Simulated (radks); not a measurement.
**B⁺ in [He] 2p2: an all-electron calculation**

What are the levels of the boron ion B+, how large are its shells, and how does its energy divide?

Program: radks (a radial shooting solver on a logarithmic mesh, Libxc functionals) version 1. Level of theory: Dirac Kohn-Sham, PBEsol, spin-unpolarised, spherical densities, finite nucleus; open shells are shared between the two j in proportion to 2j + 1. These are calculated values, not measurements, unless marked.

**1. What is computed**

```
element            : boron (Z = 5)
charge             : +1
electrons          : 4
configuration      : [He] 2p2
nuclear rms radius : 2.406 fm
```

Outer shells as boxes (Hund's rule):

B⁺
```
[He] core
2p [↑ ][↑ ][  ]
```

**2. Self-consistent calculation**

Input:

```text
Z 5
configuration [He] 2p2 2s0 3p0 3d0
relativity Dirac
functional pbe_sol,pbe_sol
spin unpolarised
j_filling average
nucleus finite rms 2.406 fm
c 137.035999084
```

What does the calculation give?

**Answer**, as computed:

```
                        quantity                   value
                    total energy       -23.72103 hartree
exchange-correlation share of it                 14.04 %
                            −T/E                  0.9966
          highest occupied level       2p3/2, -13.475 eV
    most extended occupied level  2p3/2, <r> = 1.86 bohr
 radius at density 0.001 e/bohr³               3.51 bohr
    maxima of the radial density                       2
```

**Reading.** The radial density shows 2 maxima for 2 occupied principal shells. This is not the tabulated ground configuration, so its levels and sizes aren't those of the ground state, and no measured value stands beside it.
